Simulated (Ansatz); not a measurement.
# C₂H₇BZn: a ladder of functionals and wavefunction methods

How much do the methods differ for C₂H₇BZn? The plan is to run it at one geometry with functionals of several rungs and with coupled cluster. The yardstick is the atomisation energy at the CCSD(T) limit.

Computed with Ansatz 0.2.0, Gaussian basis. Level: functionals in def2-TZVPP, the program's frozen cores in correlated methods.

Levels to be run: PBE-D4, r2SCAN-D4, PBE0-D4, B3LYP-D4, ωB97X-V, ωB97M-V, B2PLYP; CCSD(T)/def2-TZVPP; MP2/def2-QZVPP; extrapolation to the limit.

### Step 1. Structure used throughout

All runs share one geometry, relaxed beforehand with PBE0-D4 in a triple-zeta def2 set.

SMILES `BC[CH2][ZnH]`, 11 atoms, charge 0, spin multiplicity 1.

Atoms are counted from 1 here; the program's logs count them from 0.

Bond lengths: B1–C2 1.542 Å, B1–H5 1.198 Å, B1–H6 1.206 Å, C2–C3 1.530 Å, C2–H7 1.114 Å, C2–H8 1.098 Å, C3–Zn4 1.959 Å, C3–H9 1.095 Å, C3–H10 1.097 Å, Zn4–H11 1.547 Å. Angles: C2–B1–H5 121.9°, C2–B1–H6 120.0°, H5–B1–H6 117.9°, B1–C2–C3 118.9°, B1–C2–H7 97.3°, B1–C2–H8 112.6°, C3–C2–H7 110.0°, C3–C2–H8 112.7°, H7–C2–H8 102.9°, C2–C3–Zn4 114.3°, C2–C3–H9 111.1°, C2–C3–H10 109.2°, Zn4–C3–H9 109.6°, Zn4–C3–H10 106.7°, H9–C3–H10 105.4°, C3–Zn4–H11 178.8°.

### Step 2. PBE-D4 (GGA)

in.yaml reads:

```yaml
crystal:
  periodic: [false, false, false]
  atoms:
    - {symbol: B, position_ang: [-1.330324, 0.853672, -0.027570]}
    - {symbol: C, position_ang: [0.211064, 0.904396, -0.046716]}
    - {symbol: C, position_ang: [0.997767, -0.323232, 0.416770]}
    - {symbol: Zn, position_ang: [0.315612, -2.025920, -0.271441]}
    - {symbol: H, position_ang: [-1.996278, 1.849570, -0.036559]}
    - {symbol: H, position_ang: [-1.899686, -0.207435, -0.097055]}
    - {symbol: H, position_ang: [0.333899, 1.044060, -1.145187]}
    - {symbol: H, position_ang: [0.606931, 1.841634, 0.364971]}
    - {symbol: H, position_ang: [2.060782, -0.227139, 0.170311]}
    - {symbol: H, position_ang: [0.957869, -0.385856, 1.510826]}
    - {symbol: H, position_ang: [-0.192137, -3.380648, -0.817951]}
basis:
  gaussian: {orbitals: def2-TZVPP}
hamiltonian: {xc: pbe, dispersion: d4}
output: {forces: true, orbitals: {seedname: orbitals}}
```

Command:

```bash
$ ansatz run in.yaml --threads 4 --pin off --events-out ev --progress --plain --max-ram 10444MiB
```

The runs that follow: r2SCAN-D4 (meta-GGA); PBE0-D4 (hybrid); B3LYP-D4 (hybrid); ωB97X-V (range-separated); ωB97M-V (range-separated); B2PLYP (double hybrid); CCSD(T) in def2-TZVPP; MP2 in def2-QZVPP.

Before running them: what should the planned runs give, taken together? Wanted: atomisation energy, CCSD(T)/CBS; farthest; mean size of error, hybrid; mean size of error, range-separated; gap, smallest and largest; T1 diagnostic; triples share of the correlation energy.

The runs gave:

| quantity | value |
| --- | --- |
| atomisation energy, CCSD(T)/CBS | 3614.2 kJ/mol |
| functionals within 18.1 kJ/mol (0.5 %) | B3LYP-D4 |
| farthest | PBE-D4 (+59.2 kJ/mol) |
| mean size of error, hybrid | 23.6 kJ/mol |
| mean size of error, range-separated | 31.8 kJ/mol |
| gap, smallest and largest | 3.65 eV (PBE-D4), 10.20 eV (ωB97X-V) |
| T1 diagnostic | 0.0135 |
| triples share of the correlation energy | 3.4 % |

**Reading.** PBE-D4 misses by +59.2 kJ/mol. Double hybrids carry the basis error of their MP2 part in triple zeta, and no dispersion term here, so their miss is partly the set-up's. The reference freezes the cores and leaves out relativity and excitations past (T), so misses under about 18.1 kJ/mol can't be ranked. Hartree-Fock recovers 77 % of the binding; the rest is correlation. Orbital gaps span 3.6 to 10.2 eV; exact exchange widens them. For Zn the d shell is correlated and the shells below it are frozen.
